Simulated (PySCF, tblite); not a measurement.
# C₇H₈F₄: geometry, infrared bands, NMR shifts, spin-spin couplings and electronic excitations

What infrared bands, NMR shifts, spin-spin couplings and electronic excitations should C₇H₈F₄ (`F[C@@H]1C[C@@H]2C[C@@H](C(F)(F)F)[C@@H]21`) show?

The runs use tblite 0.8.0 and PySCF 2.14.0, with density-fitted response routines of our own; the level of theory stands in each step. All values are computed, except where a source is named. Atoms count from 0, in the outputs and in this text.

## 1. The starting structure

19 atoms, charge 0, multiplicity 1; geometry from: force field or distance geometry start.

Bonds of the start (Å): F0–C1 1.36, C1–C2 1.53, C2–C3 1.49, C3–C4 1.49, C4–C5 1.51, C5–C6 1.51, C6–F7 1.39, C6–F8 1.38, C6–F9 1.39, C5–C10 1.50, C10–C1 1.51, C10–C3 1.49, C1–H11 1.12, C2–H12 1.11, C2–H13 1.09, C3–H14 1.09, C4–H15 1.10, C4–H16 1.09, C5–H17 1.12, C10–H18 1.10.

## 2. Relaxing the molecule with GFN2-xTB

Job settings and geometry (Å):

```
{"job": {"kind": "relax", "xc": "GFN2-xTB", "basis": "xTB"}, "charge": 0, "multiplicity": 1}
F      1.339900     1.721500    -1.010200
C      1.429400     1.096800     0.191300
C      2.025400    -0.309800     0.180300
C      0.631300    -0.804600     0.342000
C     -0.164300    -0.800900    -0.917600
C     -0.950900     0.363600    -0.373500
C     -2.310500    -0.070100     0.114200
F     -2.163200    -1.013800     1.120900
F     -3.013200     0.973500     0.687900
F     -3.047600    -0.656400    -0.911600
C      0.107700     0.553700     0.665500
H      1.943600     1.770100     0.925300
H      2.422800    -0.562600    -0.827400
H      2.741200    -0.475700     0.991200
H      0.423900    -1.596800     1.066300
H      0.469300    -0.437200    -1.746600
H     -0.694100    -1.730900    -1.099100
H     -1.016900     1.208900    -1.104600
H     -0.183600     0.779900     1.698400
```

On the command line:

```bash
$ OMP_NUM_THREADS=2 python probes_run.py task.json out
```

The driver reads the jobs from task.json and runs them one after another.

**Question.** This job is followed by: GFN2-xTB harmonic vibrations, gas phase; PBE0-D3(BJ)/def2-SVP geometry optimisation, gas phase; GIAO PBE0/pcSseg-1 NMR shielding, non-relativistic, gas phase; B3LYP/pcJ-1 indirect spin-spin coupling, non-relativistic, gas phase; TDDFT PBE0/def2-SVPD, vertical, gas phase, core orbitals frozen in the response; GIAO KT2/pcSseg-2 NMR shielding, non-relativistic, gas phase. What will the session give for the following? strongest single infrared mode (GFN2-xTB); zero-point energy (GFN2-xTB); point group; rotational constants (main isotopes); 13C shifts against TMS (PBE0/pcSseg-1); 1H shifts against TMS (PBE0/pcSseg-1); 19F shifts against CFCl3 (PBE0/pcSseg-1, means over atoms taken as alike); potential on the surface of density 0.002 e/bohr³, 1st and 99th percentile; largest coupling of the table (B3LYP/pcJ-1); lowest singlet (PBE0/def2-SVPD); brightest single state of those computed; lowest triplet; range of the shift of F7 (with its like atoms).

The runs gave:

| quantity | value |
| --- | --- |
| strongest single infrared mode (GFN2-xTB) | 1062 cm⁻¹, 209 km/mol |
| zero-point energy (GFN2-xTB) | 87.7 kcal/mol |
| point group | C1 |
| rotational constants (main isotopes) | 1.96, 0.79, 0.68 GHz |
| 13C shifts against TMS (PBE0/pcSseg-1) | 132.9, 82.2, 42.1, 37.6, 33.4, 30.9, 22.6 ppm |
| 1H shifts against TMS (PBE0/pcSseg-1) | 5.00, 3.21, 2.92, 2.70, 2.56, 2.15, 1.97, 1.88 ppm |
| 19F shifts against CFCl3 (PBE0/pcSseg-1, means over atoms taken as alike) | -90.3, -194.8 ppm |
| potential on the surface of density 0.002 e/bohr³, 1st and 99th percentile | -0.90 V and 1.07 V |
| largest coupling of the table (B3LYP/pcJ-1) | 1J(C,F) C6–F7, -339.0 Hz (mean over like pairs) |
| lowest singlet (PBE0/def2-SVPD) | 7.78 eV (159 nm), f = 0.003 |
| brightest single state of those computed | state 4, 8.34 eV, f = 0.034 |
| lowest triplet | 7.55 eV |
| range of the shift of F7 (with its like atoms) | -112.9 to -90.3 ppm |

In words: The optimisation took 85 steps and gained 0.766 eV; among the close pairs (by a distance rule), C3–C10 changed most, from 1.491 to 1.545 Å (GFN2-xTB). No mode is imaginary among the 51: a minimum at this level. GFN2-xTB is a fitted tight-binding method: band positions and strengths are rough. Its intensities can rank the bands wrongly. The start of the PBE0/def2-SVP relaxation was shaken at random by about 0.01 Å, so part of the energy gained, and of the first lengths quoted, undoes that. H11 (hydrogen on an sp3 CH bonded to F) lies farthest downfield among hydrogen, at 5.00 ppm; its carbon carries F, an electronegative neighbour. At PBE0/pcSseg-1: The widest tensor belongs to F7, F8, F9: span 162 ppm, with a paramagnetic part of -205 ppm. Of the pairs tabulated at B3LYP/pcJ-1, C6–F7 (mean over like pairs) couples most strongly (-339.0 Hz; Fermi contact -315.0 Hz). Couplings across rotatable bonds belong to this one conformer; where others are populated, the observed values are averages. Density functionals describe couplings to fluorine poorly, F–F couplings above all, so those rows are rough. The lowest singlet moves an electron between orbitals on different atoms, a charge-transfer state, which PBE0 without long-range exact exchange places too low; its energy and rank are unsure. Across the 2 runs the shift of F7 (with its like atoms) moves most, between -112.9 (KT2/pcSseg-2) and -90.3 ppm (PBE0/pcSseg-1). The conformer search found further structures of the same energy, which may be mirror or relabelled copies of this one.
